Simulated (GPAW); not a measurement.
Runs of GPAW 26.7.0 on VGe3. It takes space group Pm-3n (No. 223, cubic). The conventional cell has a = 4.768 Å, b = 4.768 Å, c = 4.768 Å, α = 90.00°, β = 90.00°, γ = 90.00°. Around Ge (site symmetry -4m2) lie 2 Ge at 2.38 Å and 4 V at 2.67 Å. V (site symmetry m-3) is surrounded by 12 Ge at 2.67 Å. 

```tsv
task	level	potentials or basis	U	cutoff (eV)	ranks	maxiter	band path	band points	convergence	pressure (GPa)	moment (μB)
band structure	PBE	GPAW PAW data sets (gpaw-data 1.2.1), pw	-	600	4	150	GXMGRX,MR	100	-	28.8	2.39
band structure	PBEsol+U	PAW data sets generated in the run's folder for this functional, pw	V d U = 2 eV	600	-	150	GXMGRX,MR	100	-	(b)	3.01
band structure	PBEsol	PAW data sets generated in the run's folder for this functional, pw	-	600	-	150	GXMGRX,MR	100	-	22.6	(a)
band structure	PBEsol+U	PAW data sets generated in the run's folder for this functional, pw	V d U = 1 eV	600	-	150	GXMGRX,MR	100	-	24.0	2.70
band structure	PBEsol+U	PAW data sets generated in the run's folder for this functional, pw	V d U = 8 eV	600	-	150	GXMGRX,MR	100	-	46.2	5.57
band structure	PBEsol+U	PAW data sets generated in the run's folder for this functional, pw	V d U = 4 eV	600	-	150	GXMGRX,MR	100	-	32.1	4.22
single point	PBE	GPAW PAW data sets (gpaw-data 1.2.1), pw	-	450	-	120	-	-	default	28.7	2.39
band structure	PBEsol+U	PAW data sets generated in the run's folder for this functional, pw	V d U = 3 eV	600	-	150	GXMGRX,MR	100	-	28.5	3.61
```

Alike in all rows: spin collinear, ferromagnetic start; cell as given; k mesh 5 × 5 × 5; smearing fermi-dirac 0.05 eV.

Task: Estimate the missing entries.

Result: (a) 2.34; (b) 25.6.

Caveats: a pressure of tens of GPa on the cell as given is suspect, and the run, the potentials or the cell itself is likely at fault (some runs); the U is typed as a test and isn't derived for this compound (some runs); the cutoff is short for stress and forces, so pressures can be off by a GPa or more (some runs).

Not every run made on this cell is shown here.
